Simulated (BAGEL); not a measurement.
**HF/STO-3G (density fitting with qzvpp-jkfit) run of C2H7BO (BMe2(OH))**

Aim: the vertical singlet–triplet gap of C2H7BO (BMe2(OH)) at HF/STO-3G (density fitting with qzvpp-jkfit), from 2 runs. 

The results are computed with BAGEL 1.2.2.

## 1. The structure to begin with

C2H7BO: 11 atoms, total charge 0, spin state singlet. As SMILES, `CB(C)O`. The coordinates come from a GFN2-xTB relaxation.

Bond lengths: B1–C2 1.589 Å, B1–C6 1.596 Å, B1–O10 1.339 Å, C2–H3 1.087 Å, C2–H4 1.086 Å, C2–H5 1.088 Å, C6–H7 1.089 Å, C6–H8 1.088 Å, C6–H9 1.087 Å, O10–H11 0.958 Å. Some angles: C2–B1–C6 120.4°, C2–B1–O10 117.3°, C6–B1–O10 122.3°, B1–C2–H3 111.8°, B1–C2–H4 112.2°, B1–C2–H5 110.4°, B1–C6–H7 113.3°, B1–C6–H8 110.4°, B1–C6–H9 111.6°, B1–O10–H11 116.9°.

## 2. The energy at HF/STO-3G (density fitting with qzvpp-jkfit)

Input file calc.json:

```json
{ "bagel" : [

{
  "title" : "molecule",
  "basis" : "sto-3g",
  "df_basis" : "qzvpp-jkfit",
  "angstrom" : true,
  "geometry" : [
    { "atom" : "B", "xyz" : [   -0.125440,   -0.387460,    0.039630 ] },
    { "atom" : "C", "xyz" : [    1.456280,   -0.334730,   -0.104150 ] },
    { "atom" : "H", "xyz" : [    1.765010,    0.288850,   -0.939650 ] },
    { "atom" : "H", "xyz" : [    1.888220,   -1.321710,   -0.239900 ] },
    { "atom" : "H", "xyz" : [    1.904240,    0.099080,    0.787380 ] },
    { "atom" : "C", "xyz" : [   -0.984830,    0.957000,    0.013150 ] },
    { "atom" : "H", "xyz" : [   -2.034220,    0.803290,    0.260980 ] },
    { "atom" : "H", "xyz" : [   -0.949490,    1.411380,   -0.975170 ] },
    { "atom" : "H", "xyz" : [   -0.588610,    1.698030,    0.702780 ] },
    { "atom" : "O", "xyz" : [   -0.688980,   -1.594020,    0.180280 ] },
    { "atom" : "H", "xyz" : [   -1.642190,   -1.619720,    0.274670 ] }
  ]
},
{ "title" : "hf", "charge" : 0 },
{ "title" : "print", "file" : "orbitals.molden", "orbitals" : true }

]}
```

Started as:

```
BAGEL_NUM_THREADS=1 BAGEL calc.json > calc.out
```

Standard output:

```text
* using 1 threads per process

  ===============================================================
  ===============================================================

  *** Geometry ***

  { "atom" : "B", "xyz" : [     -0.237047,     -0.732193,      0.074890 ] },
  { "atom" : "C", "xyz" : [      2.751970,     -0.632548,     -0.196815 ] },
  { "atom" : "H", "xyz" : [      3.335386,      0.545847,     -1.775681 ] },
  { "atom" : "H", "xyz" : [      3.568219,     -2.497670,     -0.453345 ] },
  { "atom" : "H", "xyz" : [      3.598492,      0.187234,      1.487933 ] },
  { "atom" : "C", "xyz" : [     -1.861059,      1.808468,      0.024850 ] },
  { "atom" : "H", "xyz" : [     -3.844119,      1.517998,      0.493181 ] },
  { "atom" : "H", "xyz" : [     -1.794276,      2.667122,     -1.842804 ] },
  { "atom" : "H", "xyz" : [     -1.112312,      3.208812,      1.328062 ] },
  { "atom" : "O", "xyz" : [     -1.301984,     -3.012261,      0.340680 ] },
  { "atom" : "H", "xyz" : [     -3.103289,     -3.060827,      0.519051 ] },

  Number of auxiliary basis functions:      428

  Since a DF basis is specified, we compute 2- and 3-index integrals:
    o Being stored without compression. Storage requirement is 0.002 GB

  Number of basis functions:       27
  Number of electrons      :       32

    * METHOD: MOLECULE                             0.31

  *** RHF ***

  === Nuclear Repulsion ===
   113.4787862883

      * DIIS with orbital gradients will be used.

  === RHF iteration (sto-3g) ===
      0       -177.12327693          0.01430392           0.02
      1       -177.17190320          0.00453684           0.02
      2       -177.17626152          0.00103958           0.02
      3       -177.17660231          0.00006328           0.02
      4       -177.17660379          0.00001752           0.03
      5       -177.17660390          0.00000343           0.03
      6       -177.17660390          0.00000091           0.03
      7       -177.17660390          0.00000025           0.02
      8       -177.17660390          0.00000007           0.02
      9       -177.17660391          0.00000002           0.03
     10       -177.17660391          0.00000000           0.03
    * SCF iteration converged.

    * Permanent dipole moment:
           (    0.526427,    -0.103702,    -0.044001) a.u.

    * METHOD: HF                                   0.45

    * METHOD: PRINT                                0.00

  ===============================================================
```

It took 1.2 s on 1 thread of Intel Xeon at 2.50GHz (Skylake/Cascade Lake), shared host.

## 3. The triplet, same level

Input file input.json:

```json
{ "bagel": [

{
  "title": "molecule",
  "basis": "sto-3g",
  "df_basis": "qzvpp-jkfit",
  "angstrom": true,
  "geometry": [
    { "atom": "B", "xyz": [   -0.125440,   -0.387460,    0.039630 ] },
    { "atom": "C", "xyz": [    1.456280,   -0.334730,   -0.104150 ] },
    { "atom": "H", "xyz": [    1.765010,    0.288850,   -0.939650 ] },
    { "atom": "H", "xyz": [    1.888220,   -1.321710,   -0.239900 ] },
    { "atom": "H", "xyz": [    1.904240,    0.099080,    0.787380 ] },
    { "atom": "C", "xyz": [   -0.984830,    0.957000,    0.013150 ] },
    { "atom": "H", "xyz": [   -2.034220,    0.803290,    0.260980 ] },
    { "atom": "H", "xyz": [   -0.949490,    1.411380,   -0.975170 ] },
    { "atom": "H", "xyz": [   -0.588610,    1.698030,    0.702780 ] },
    { "atom": "O", "xyz": [   -0.688980,   -1.594020,    0.180280 ] },
    { "atom": "H", "xyz": [   -1.642190,   -1.619720,    0.274670 ] }
  ]
},
{ "title": "uhf", "charge": 0, "nopen": 2 },
{ "title": "print", "file": "orbitals.molden", "orbitals": true }

]}
```

Started as:

```
BAGEL_NUM_THREADS=1 BAGEL input.json > input.out
```

Standard output:

```text
* using 1 threads per process

  ===============================================================
  ===============================================================

  *** Geometry ***

  { "atom" : "B", "xyz" : [     -0.237047,     -0.732193,      0.074890 ] },
  { "atom" : "C", "xyz" : [      2.751970,     -0.632548,     -0.196815 ] },
  { "atom" : "H", "xyz" : [      3.335386,      0.545847,     -1.775681 ] },
  { "atom" : "H", "xyz" : [      3.568219,     -2.497670,     -0.453345 ] },
  { "atom" : "H", "xyz" : [      3.598492,      0.187234,      1.487933 ] },
  { "atom" : "C", "xyz" : [     -1.861059,      1.808468,      0.024850 ] },
  { "atom" : "H", "xyz" : [     -3.844119,      1.517998,      0.493181 ] },
  { "atom" : "H", "xyz" : [     -1.794276,      2.667122,     -1.842804 ] },
  { "atom" : "H", "xyz" : [     -1.112312,      3.208812,      1.328062 ] },
  { "atom" : "O", "xyz" : [     -1.301984,     -3.012261,      0.340680 ] },
  { "atom" : "H", "xyz" : [     -3.103289,     -3.060827,      0.519051 ] },

  Number of auxiliary basis functions:      428

  Since a DF basis is specified, we compute 2- and 3-index integrals:
    o Being stored without compression. Storage requirement is 0.002 GB

  Number of basis functions:       27
  Number of electrons      :       32

    * METHOD: MOLECULE                             0.44

  *** Open-shell HF ***

  === Nuclear Repulsion ===
   113.4787862883

      * DIIS with orbital gradients will be used.

  === UHF iteration (sto-3g) ===
      0       -176.79855493          0.03063330           0.06
      1       -176.86324648          0.01025772           0.07
      2       -176.87062724          0.00369762           0.11
      3       -176.87209637          0.00171064           0.08
      4       -176.87309607          0.00143208           0.08
      5       -176.87444490          0.00138463           0.10
      6       -176.87725192          0.00145604           0.09
      7       -176.87675906          0.00144508           0.10
      8       -176.88135436          0.00155950           0.11
      9       -176.88017742          0.00153393           0.05
[... 50 lines of this table left out ...]
     60       -176.88586206          0.00000002           0.08
     61       -176.88586206          0.00000001           0.06
     62       -176.88586206          0.00000001           0.06
     63       -176.88586206          0.00000001           0.06
    * SCF iteration converged.

    * S^2 (UHF) is 2.0097

    * Permanent dipole moment:
           (    1.303817,     0.977108,    -0.191729) a.u.

    * METHOD: UHF                                  4.96

    * METHOD: PRINT                                0.00

  ===============================================================
```

It took 6.3 s on 1 thread of Intel Xeon at 2.50GHz (Skylake/Cascade Lake), shared host.

## 4. What came out

At HF/STO-3G (density fitting with qzvpp-jkfit):

```
                                        quantity          value
                           singlet: total energy  -177.17660 Eh
                          singlet: dipole moment         1.37 D
                            singlet: HOMO energy       -9.89 eV
                            singlet: LUMO energy        8.81 eV
                          singlet: HOMO–LUMO gap       18.70 eV
                           triplet: total energy  -176.88586 Eh
                          triplet: dipole moment         4.17 D
                                   triplet: ⟨S²⟩          2.010
vertical energy of the triplet above the singlet       7.911 eV
```

In words: At this shape the triplet lies 7.91 eV (763 kJ/mol) above the singlet. In a minimal basis such a difference can be off by several eV, whatever the method.
